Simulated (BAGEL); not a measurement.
**CASPT2(7,6)/6-31G(d) (density fitting with cc-pvqz-jkfit, spherical functions) run of AsH2 (SMILES [AsH2])**

Aim: the vertical ionisation energy of AsH2 at CASPT2(7,6)/6-31G* (density fitting with cc-pvqz-jkfit, spherical functions), from 2 runs. 

The results are computed with BAGEL 1.2.2.

7 further runs of the same task are left out: 7 set aside as unsound or not needed.

## (1) The structure to begin with

The species is AsH2 (3 atoms), meant as a doublet with charge 0. SMILES: `[AsH2]`. The coordinates come from a PBE0-D4/def2-TZVP relaxation.

Bond lengths: As1–H2 1.526 Å, As1–H3 1.526 Å. Angles: H2–As1–H3 90.7°.

## (2) The energy at CASPT2(7,6)/6-31G(d) (density fitting with cc-pvqz-jkfit, spherical functions)

Contents of caspt2.json:

```json
{ "bagel" : [

{
  "title" : "molecule",
  "basis" : "6-31gs.json",
  "df_basis" : "cc-pvqz-jkfit",
  "angstrom" : true,
  "geometry" : [
    { "atom" : "As", "xyz" : [      -0.573310,       0.327430,      -0.274790 ] },
    { "atom" : "H", "xyz" : [       0.680410,       0.795730,       0.459110 ] },
    { "atom" : "H", "xyz" : [      -0.107090,      -1.123160,      -0.184320 ] }
  ]
},

{ "title" : "hf", "charge" : 1 },

{ "title" : "casscf", "nstate" : 1, "nact" : 6, "nclosed" : 14, "nspin" : 1, "maxiter" : 200, "natocc" : true },

{ "title" : "print", "file" : "orbitals.molden", "orbitals" : true },

{ "title" : "smith", "method" : "caspt2", "ms" : true, "xms" : true, "sssr" : true, "shift" : 0.0, "ncore" : 9 }

]}
```

The basis set 6-31G* is read from a file made from the Basis Set Exchange's data (not shown).

The run is started by

```bash
BAGEL_NUM_THREADS=1 BAGEL caspt2.json > caspt2.out
```

Log:

```text
* using 1 threads per process

  ===============================================================
  ===============================================================

  *** Geometry ***

  { "atom" : "As", "xyz" : [     -1.083399,      0.618753,     -0.519278 ] },
  { "atom" : "H", "xyz" : [      1.285789,      1.503712,      0.867592 ] },
  { "atom" : "H", "xyz" : [     -0.202371,     -2.122465,     -0.348314 ] },

  Number of auxiliary basis functions:      320

  Since a DF basis is specified, we compute 2- and 3-index integrals:
    o Being stored without compression. Storage requirement is 0.003 GB

  Number of basis functions:       36
  Number of electrons      :       35

    * METHOD: MOLECULE                             0.11

  *** RHF ***

  === Nuclear Repulsion ===
    23.1255172397

      * DIIS with orbital gradients will be used.

[... 6 lines left out ...]
    * SCF iteration converged.
[... 1 line left out ...]
    * Permanent dipole moment:
[... 22 lines left out ...]
    * Second-order optimization converged. *
[... 11 lines left out ...]
     * ci vector, state   0, <S^2> = 0.7500
[... 10 lines left out ...]
    * METHOD: CASSCF                               1.05

    * METHOD: PRINT                                0.01

  === SMITH program ===

    * freezing 9 orbitals

    * Approximate memory requirement for SMITH calulation per MPI process:
      o Storage requirement for T-amplitude, lambda, and residual is 0.00 GB
      o Storage requirement for MO integrals is 0.00 GB
    * Calculating and saving rdm4f

    * Zeroth order energy : state  0       -3.4559360091

    * CASPT2 iteration is performed using redundant basis

      ---- iteration ----

        0    -0.21740195     0.00754437      0.02
        1    -0.21814648     0.00086341      0.02
        2    -0.21816852     0.00009034      0.02
        3    -0.21816865     0.00000939      0.02
        4    -0.21816865     0.00000155      0.02
        5    -0.21816865     0.00000017      0.02

      -------------------

    * CASPT2 energy : state  0    -2235.2923392276
        reference weight              0.9528979260

    * METHOD: SMITH                                0.23

  ===============================================================
```

Wall time 2.2 s (1 thread of AMD EPYC 7R43 (Zen 3), shared host); peak memory 0.14 GiB.

## (3) The singlet cation, same level

Contents of input.json:

```json
{ "bagel": [

{
  "title": "molecule",
  "basis": "6-31gs.json",
  "df_basis": "cc-pvqz-jkfit",
  "angstrom": true,
  "geometry": [
    { "atom": "As", "xyz": [   -0.573310,    0.327430,   -0.274790 ] },
    { "atom": "H", "xyz": [    0.680410,    0.795730,    0.459110 ] },
    { "atom": "H", "xyz": [   -0.107090,   -1.123160,   -0.184320 ] }
  ]
},
{
  "title": "hf",
  "charge": 1
},
{
  "title": "casscf",
  "nstate": 1,
  "nact": 6,
  "nclosed": 14,
  "charge": 1,
  "maxiter": 200,
  "natocc": true
},
{
  "title": "print",
  "file": "orbitals.molden",
  "orbitals": true
},
{
  "title": "smith",
  "method": "caspt2",
  "ms": true,
  "xms": true,
  "sssr": true,
  "shift": 0.0,
  "ncore": 9
}

]}
```

The basis set 6-31G* is read from a file made from the Basis Set Exchange's data (not shown).

The run is started by

```bash
BAGEL_NUM_THREADS=1 BAGEL input.json > input.out
```

Log:

```text
* using 1 threads per process

  ===============================================================
  ===============================================================

  *** Geometry ***

  { "atom" : "As", "xyz" : [     -1.083399,      0.618753,     -0.519278 ] },
  { "atom" : "H", "xyz" : [      1.285789,      1.503712,      0.867592 ] },
  { "atom" : "H", "xyz" : [     -0.202371,     -2.122465,     -0.348314 ] },

  Number of auxiliary basis functions:      320

  Since a DF basis is specified, we compute 2- and 3-index integrals:
    o Being stored without compression. Storage requirement is 0.003 GB

  Number of basis functions:       36
  Number of electrons      :       35

    * METHOD: MOLECULE                             0.09

  *** RHF ***

  === Nuclear Repulsion ===
    23.1255172397

      * DIIS with orbital gradients will be used.

[... 6 lines left out ...]
    * SCF iteration converged.
[... 1 line left out ...]
    * Permanent dipole moment:
[... 22 lines left out ...]
    * Second-order optimization converged. *
[... 11 lines left out ...]
     * ci vector, state   0, <S^2> = 0.0000
[... 6 lines left out ...]
    * METHOD: CASSCF                               0.81

    * METHOD: PRINT                                0.01

  === SMITH program ===

    * freezing 9 orbitals

    * Approximate memory requirement for SMITH calulation per MPI process:
      o Storage requirement for T-amplitude, lambda, and residual is 0.00 GB
      o Storage requirement for MO integrals is 0.00 GB
    * Calculating and saving rdm4f

    * Zeroth order energy : state  0       -5.0174822206

    * CASPT2 iteration is performed using redundant basis

      ---- iteration ----

        0    -0.19052844     0.00758219      0.02
        1    -0.19119138     0.00086157      0.02
        2    -0.19120803     0.00009636      0.02
        3    -0.19120815     0.00001088      0.02
        4    -0.19120815     0.00000168      0.02
        5    -0.19120815     0.00000022      0.02

      -------------------

    * CASPT2 energy : state  0    -2234.9582111854
        reference weight              0.9674587187

    * METHOD: SMITH                                0.23

  ===============================================================
```

It took 1.8 s on 1 thread of AMD EPYC 7R43 (Zen 3), shared host; peak memory 0.14 GiB.

## (4) Summary of results

At CASPT2(7,6)/6-31G* (density fitting with cc-pvqz-jkfit, spherical functions), 9 core orbitals frozen:

| quantity | value |
| --- | --- |
| doublet AsH2: total energy | -2235.29234 Eh |
| singlet cation: total energy | -2234.95821 Eh |
| vertical ionisation energy (to the singlet cation) | 9.092 eV |

In words: The vertical ionisation energy comes to 9.09 eV (877 kJ/mol). Only the singlet of the ionised species was computed; a triplet could lie lower.
